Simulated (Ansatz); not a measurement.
# C2H8ClMgN: the cost of one run

Program: Ansatz 0.2.0. Level of theory: UKS PBE/def2-SVP. These are calculated values, not measurements.

### 1 Starting point

Bond lengths: Mg1–N2 2.474 Å, N2–C3 1.445 Å, Mg1–Cl4 2.155 Å, Mg1–C6 2.527 Å, N2–H7 1.017 Å, C3–H8 1.100 Å, C3–H9 1.095 Å, C3–H10 1.093 Å, C6–H11 1.091 Å, C6–H12 1.090 Å, C6–H13 1.086 Å. Angles (14 of 18 angles, heavy atoms first): Mg1–N2–C3 124.9°, N2–Mg1–Cl4 170.3°, N2–Mg1–C6 66.4°, Cl4–Mg1–C6 121.3°, Mg1–N2–H7 123.9°, C3–N2–H7 109.1°, N2–C3–H8 111.3°, N2–C3–H9 112.4°, N2–C3–H10 108.8°, Mg1–C6–H11 84.5°, Mg1–C6–H12 90.5°, Mg1–C6–H13 152.0°, H8–C3–H9 107.5°, H8–C3–H10 108.6°.

Coordinates:

```xyz
13

Mg   -0.7656    0.8295    1.6008
N     1.0717   -0.2061    0.3078
C     1.1695   -1.6118   -0.0106
Cl   -2.3282    1.4453    2.9503
H     0.0851    0.4261   -0.3542
C    -1.0108    1.0991   -0.8993
H     1.9752    0.2345    0.1522
H     1.5404   -1.7645   -1.0344
H     1.8429   -2.1479    0.6666
H     0.1760   -2.0606    0.0707
H    -2.0175    0.7113   -0.7365
H    -1.0088    2.1834   -0.7927
H    -0.7299    0.8616   -1.9208
```

### 2 A restrained relaxation towards end A

Springs on the bonds that form and break draw the guess towards this end; the thresholds are loose.

input.yaml reads:

```yaml
crystal:
  periodic: [false, false, false]
  atoms:
    - { symbol: Mg, position_ang: [-0.7656, 0.8295, 1.6008] }
    - { symbol: "N", position_ang: [1.0717, -0.2061, 0.3078] }
    - { symbol: C, position_ang: [1.1695, -1.6118, -0.0106] }
    - { symbol: Cl, position_ang: [-2.3282, 1.4453, 2.9503] }
    - { symbol: H, position_ang: [0.0851, 0.4261, -0.3542] }
    - { symbol: C, position_ang: [-1.0108, 1.0991, -0.8993] }
    - { symbol: H, position_ang: [1.9752, 0.2345, 0.1522] }
    - { symbol: H, position_ang: [1.5404, -1.7645, -1.0344] }
    - { symbol: H, position_ang: [1.8429, -2.1479, 0.6666] }
    - { symbol: H, position_ang: [0.176, -2.0606, 0.0707] }
    - { symbol: H, position_ang: [-2.0175, 0.7113, -0.7365] }
    - { symbol: H, position_ang: [-1.0088, 2.1834, -0.7927] }
    - { symbol: H, position_ang: [-0.7299, 0.8616, -1.9208] }
magnetization:
  spin_polarized: true
basis:
  gaussian: { orbitals: def2-SVP }
hamiltonian:
  xc: pbe
relax:
  f_tol: 0.15
  max_steps: 25
  restrain:
    - { distance: [0, 5], at: 3.47, k: 30.0 }
    - { distance: [4, 1], at: 2.32, k: 30.0 }
    - { distance: [0, 1], at: 2.12, k: 30.0 }
    - { distance: [4, 5], at: 1.07, k: 30.0 }
output:
  orbitals: {}
```

Run with:

```sh
> ansatz run input.yaml --threads 4 --pin off --max-ram 5120MiB --backend cpu --events-out ev --progress --plain --runs-dir out
```

**Question.** How long does this run take on 4 threads of Arm Neoverse N1, shared host, and how much memory does it need?

About 38 s, with a peak of 0.21 GiB.
